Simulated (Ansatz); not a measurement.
# The Be-Pd system: small convex hull, by script

Wanted for the Be-Pd system: a small convex hull.

Program: Ansatz 0.2.0 through its Python package. Level of theory: DFT LDA, plane waves, norm-conserving potentials. These are calculated values, not measurements.

## 1. The system

Be5Pd F-43m: The structure is cubic, space group F-43m (No. 216). The conventional cell has a = 5.976 Å, b = 5.976 Å, c = 5.976 Å, α = 90.00°, β = 90.00°, γ = 90.00°. Around Be (site symmetry -43m) lie 12 Be at 2.48 Å and 4 Pd at 2.59 Å. Be (site symmetry 3m) is surrounded by 6 Be at 2.11 to 2.12 Å. Pd (site symmetry -43m) is surrounded by 16 Be at 2.48 to 2.59 Å.

Be3Pd I4/mmm: It takes space group I4/mmm (No. 139, tetragonal). The conventional cell has a = 3.321 Å, b = 3.321 Å, c = 7.203 Å, α = 90.00°, β = 90.00°, γ = 90.00°. Around Be (site symmetry -4m2) lie 8 Be at 2.35 to 2.45 Å and 4 Pd at 2.45 Å. Be (site symmetry 4/mmm) has 4 Pd at 2.35 Å and 8 Be at 2.45 Å as nearest neighbours. Pd (site symmetry 4/mmm) is surrounded by 12 Be at 2.35 to 2.45 Å.

BePd Pm-3m: The structure is cubic, space group Pm-3m (No. 221). The conventional cell has a = 2.813 Å, b = 2.813 Å, c = 2.813 Å, α = 90.00°, β = 90.00°, γ = 90.00°. Be (site symmetry m-3m) is surrounded by 8 Pd at 2.44 Å. Around Pd (site symmetry m-3m) lie 8 Be at 2.44 Å.

Be P6_3/mmc: The structure is hexagonal, space group P6_3/mmc (No. 194). Conventional cell: a = 2.285 Å, b = 2.285 Å, c = 3.584 Å, α = 90.00°, β = 90.00°, γ = 120.00°. Be (site symmetry -6m2) has 12 Be at 2.23 to 2.29 Å as nearest neighbours.

Pd Fm-3m: The structure is cubic, space group Fm-3m (No. 225). The conventional cell has a = 3.893 Å, b = 3.893 Å, c = 3.893 Å, α = 90.00°, β = 90.00°, γ = 90.00°. Around Pd (site symmetry m-3m) lie 12 Pd at 2.75 Å.

No structure file is read: the coordinates are typed or built in the script.

## 2. The code

File hull_be5pd.py:

```python
from collections import Counter
import csv
import warnings

import ansatz
import matplotlib.pyplot as plt
import numpy as np

PHASES = {
    "Be5Pd F-43m": (
        [(0.0, 2.987917, 2.987917), (2.987917, 0.0, 2.987917), (2.987917, 2.987917, 0.0)],
        [
            ("Be", (0.25, 0.25, 0.25)),
            ("Be", (0.624614, 0.624614, 0.624614)),
            ("Be", (0.126157, 0.624614, 0.624614)),
            ("Be", (0.624614, 0.126157, 0.624614)),
            ("Be", (0.624614, 0.624614, 0.126157)),
            ("Pd", (0.0, 0.0, 0.0)),
        ],
    ),
    "Be3Pd I4/mmm": (
        [(-1.660308, 1.660308, 3.601723), (1.660308, -1.660308, 3.601723), (1.660308, 1.660308, -3.601723)],
        [
            ("Be", (0.75, 0.25, 0.5)),
            ("Be", (0.25, 0.75, 0.5)),
            ("Be", (0.5, 0.5, 0.0)),
            ("Pd", (0.0, 0.0, 0.0)),
        ],
    ),
    "BePd Pm-3m": (
        [(2.813, 0.0, 0.0), (0.0, 2.813, 0.0), (0.0, 0.0, 2.813)],
        [
            ("Be", (0.0, 0.0, 0.0)),
            ("Pd", (0.5, 0.5, 0.5)),
        ],
    ),
    "Be": (
        [(2.2853, 0.0, 0.0), (-1.14265, 1.979128, 0.0), (0.0, 0.0, 3.5842)],
        [
            ("Be", (1 / 3, 2 / 3, 0.25)),
            ("Be", (2 / 3, 1 / 3, 0.75)),
        ],
    ),
    "Pd": (
        [(0.0, 1.9465, 1.9465), (1.9465, 0.0, 1.9465), (1.9465, 1.9465, 0.0)],
        [
            ("Pd", (0.0, 0.0, 0.0)),
        ],
    ),
}


def build(vectors, sites):
    crystal = ansatz.Crystal(lattice=ansatz.Lattice.of(vectors))
    for symbol, position in sites:
        crystal = crystal.atom(symbol, position)
    return crystal


def ground_state(name, crystal):
    calc = (
        crystal.calculation()
        .pseudopotentials("nc")
        .functional("LDA")
        .scf(tolerance=1e-06, extra_bands=4, self_checks="low")
        .kpoints(spacing=0.26)
        .occupations("fermi_dirac", width=0.05)
    )
    calc = calc.relax(force_tolerance=0.01, fix_cell=["shape"])
    return calc.run(threads=1)


def counts(outcome):
    return Counter(site.symbol for site in outcome.lattice.sites)

def formation_energy(outcome, mu):
    n = counts(outcome)
    return (outcome.report["energy_sigma0_ev"] - sum(k * mu[element] for element, k in n.items())) / sum(n.values())


def main() -> None:
    warnings.simplefilter("ignore", ansatz.DeckWarning)

    phases = {name: build(*cell) for name, cell in PHASES.items()}

    done = {name: ground_state(name, crystal) for name, crystal in phases.items()}

    references = {"Be": "Be", "Pd": "Pd"}
    mu = {element: done[name].report["energy_sigma0_ev"] / len(done[name].lattice.sites) for element, name in references.items()}
    points = sorted((counts(o)["Pd"] / len(o.lattice.sites), formation_energy(o, mu), name) for name, o in done.items())

    hull = []
    for x, e, _ in points:
        while len(hull) > 1 and (hull[-1][0] - hull[-2][0]) * (e - hull[-2][1]) - (hull[-1][1] - hull[-2][1]) * (x - hull[-2][0]) <= 0:
            hull.pop()
        hull.append((x, e))
    rows = [(name, x, e, e - np.interp(x, *zip(*hull))) for x, e, name in points]
    with open("hull.csv", "w", newline="") as handle:
        writer = csv.writer(handle)
        writer.writerow(["phase", "x(Pd)", "E_form (eV/atom)", "above hull (eV/atom)"])
        writer.writerows([round(v, 4) if isinstance(v, float) else v for v in row] for row in rows)
    print(open("hull.csv").read())
    print("on the hull of these phases:", ", ".join(row[0] for row in rows if row[3] < 1e-6))
    stable = [row for row in rows if row[3] < 1e-6]
    plt.figure(figsize=(4.5, 3.2))
    plt.plot([row[1] for row in stable], [row[2] for row in stable], "k-o")
    plt.plot([row[1] for row in rows], [row[2] for row in rows], "r.")
    plt.xlabel("fraction of Pd")
    plt.ylabel("formation energy (eV/atom)")
    plt.tight_layout()
    plt.savefig("hull.png", dpi=100)


if __name__ == "__main__":
    main()
```

## 3. What the engine is handed

The package turns the script's settings into the engine's input (first run):

```yaml
crystal:
  lattice:
    - [0.0, 2.987917, 2.987917]
    - [2.987917, 0.0, 2.987917]
    - [2.987917, 2.987917, 0.0]
  atoms:
    - { symbol: Be, position: [0.25, 0.25, 0.25] }
    - { symbol: Be, position: [0.624614, 0.624614, 0.624614] }
    - { symbol: Be, position: [0.126157, 0.624614, 0.624614] }
    - { symbol: Be, position: [0.624614, 0.126157, 0.624614] }
    - { symbol: Be, position: [0.624614, 0.624614, 0.126157] }
    - { symbol: Pd, position: [0.0, 0.0, 0.0] }
kpoints:
  mp_grid:
    kspacing: 0.26
hamiltonian:
  xc: lda
  pseudopotentials:
    kind: nc
scf:
  n_extra_bands: 4
  self_checks: low
  convergence:
    dr2_threshold: 1.0e-06
  occupations:
    method: fermi_dirac
    width: 0.05
relax:
  f_tol: 0.01
  cell:
    fix: [shape]
```

## 4. Running it

Command:

```bash
$ python hull_be5pd.py
```

**Question.** What results will this script give? Wanted: on the hull of these phases; energy of Be5Pd; energy of Be3Pd; energy of BePd.

**Answer**, as computed:

| quantity | value |
| --- | --- |
| on the hull of these phases | Be, Be5Pd F-43m, BePd Pm-3m, Pd |
| runs compared | 5 |
| energy of Be5Pd (run 1) from the elements | -347 meV/atom |
| energy of Be3Pd (run 2) from the elements | -345 meV/atom |
| energy of BePd (run 3) from the elements | -641 meV/atom |

What this shows: Among these few phases the hull runs through Be, Be5Pd F-43m, BePd Pm-3m, Pd; other phases, not tried, may lie lower. BePd lies 641 meV/atom below its elements, the most of the cells tried. The dearest, run 2 (Be3Pd (4 atoms)), took some 8.6 times as long as run 4 (Be (2 atoms)). In run 2, the volume shrank by 5.1 % over 2 moves, and the space group stayed I4/mmm. In run 4, over 3 moves the cell shrank by 6.6 % in volume, and the space group stayed P6_3/mmc. Notes:
- For the metals among these cells the mesh is coarse, so their volumes and pressures are rough.
- The program warned that this SCF threshold is loose for forces or stresses.
- Atoms and volume are relaxed with the cell's shape held, which in cells of lower than cubic symmetry can hide stresses and shift volumes.
- Differences under about 40 meV an atom lie within the error of mesh and functional, so such verdicts may flip; only the cells listed enter the hull. Whether this is the phase that is stable at ambient conditions was not tested.
